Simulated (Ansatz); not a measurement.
# Bi: response to strain

Aim: deform Bi (zz strain of +2 %) and compute stress, forces and field gradients with LAPW, PAW and all-electron datasets made for the crystal.

Computed with Ansatz 0.2.0 (DFT LDA, scalar-relativistic, unless a step's input says otherwise).

**1. The structure to begin with**

The structure is trigonal, space group R-3m (No. 166). Conventional cell: a = 4.546 Å, b = 4.546 Å, c = 11.862 Å, α = 90.00°, β = 90.00°, γ = 120.00°. Bi (site symmetry 3m) is surrounded by 6 Bi at 3.07 to 3.53 Å.

As a file:

```
CELL_PARAMETERS angstrom
2.27300 1.31232 3.95400
-2.27300 1.31232 3.95400
0.00000 -2.62463 3.95400
ATOMIC_POSITIONS crystal
Bi 0.23389 0.23389 0.23389
Bi 0.76611 0.76611 0.76611
```

Atoms are numbered in the order of the input: Bi1, Bi2.

**2. After the deformation**

Space group R-3m before, R-3m after.

**3. LAPW, all electrons**

File input.yaml:

```yaml
crystal:
  lattice:
    - [2.2729996784, 1.3123169762, 4.03308]
    - [-2.2729996784, 1.3123169762, 4.03308]
    - [0.0, -2.6246339523, 4.03308]
  atoms:
    - { symbol: Bi, position: [0.23389, 0.23389, 0.23389] }
    - { symbol: Bi, position: [0.76611, 0.76611, 0.76611] }
kpoints:
  mp_grid: { grid: [11, 11, 11] }
  band_path:
    path:
      - [0.0, 0.0, 0.0]
      - [0.5, 0.5, 0.5]
      - [0.7627483102, 0.2372516898, 0.5]
      - [0.5, -0.2372516898, 0.2372516898]
      - [0.5, 0.0, 0.0]
      - [0.0, 0.0, 0.0]
      - [0.3686258449, -0.3686258449, 0.0]
      - [0.6313741551, 0.0, 0.3686258449]
      - [0.5, 0.0, 0.5]
    npoints: 5
scf:
  occupations: { method: fermi_dirac, width: 0.03 }
hamiltonian:
  xc: lda
  pseudopotentials: { kind: all_electron, lapw: { basis_error: 0.00025 } }
output:
  forces: true
  stress: true
  eigenvalues: true
```

Run with:

```
$ ansatz run input.yaml --threads 1 --pin off --max-ram 3072MiB --backend cpu --events-out ev --progress --plain --runs-dir out
```

**4. PAW on the default files**

File input.yaml:

```yaml
crystal:
  lattice:
    - [2.2729996784, 1.3123169762, 4.03308]
    - [-2.2729996784, 1.3123169762, 4.03308]
    - [0.0, -2.6246339523, 4.03308]
  atoms:
    - { symbol: Bi, position: [0.23389, 0.23389, 0.23389] }
    - { symbol: Bi, position: [0.76611, 0.76611, 0.76611] }
kpoints:
  mp_grid: { grid: [11, 11, 11] }
scf:
  occupations: { method: fermi_dirac, width: 0.03 }
hamiltonian:
  xc: lda
  pseudopotentials: { kind: paw }
output:
  forces: true
  stress: true
  eigenvalues: true
  efg: { contact_densities: true }
```

**5. All-electron PAW on datasets made for the crystal**

Changes to input.yaml since step 4:

```diff
@@ -14,3 +14,3 @@
   xc: lda
-  pseudopotentials: { kind: paw }
+  pseudopotentials: { kind: all_electron, datasets: crystal }
 output:
```

(Steps that only read results are left out.)

What does the calculation give? Wanted: pressure; largest shear or deviatoric stress.

**Answer**, as computed:

| quantity | value |
| --- | --- |
| pressure | LAPW -2.56, PAW -2.58, crystal datasets -2.56 GPa |
| largest shear or deviatoric stress (LAPW) | 0.18 GPa |

The largest part of the stress beyond the pressure is 0.18 GPa in size, in the zz component; the atoms are carried along and not relaxed. No run of the undeformed cell stands beside it, so the pressure holds what the given cell had before the change. PAW: stress within 0.02 GPa of LAPW, forces within 1 meV/Å. Crystal datasets: stress within 0.01 GPa of LAPW, forces within 1 meV/Å. Spin-orbit coupling is left out, though the cell holds Bi; in elements this heavy it can shift bands and gaps by tenths of an eV.
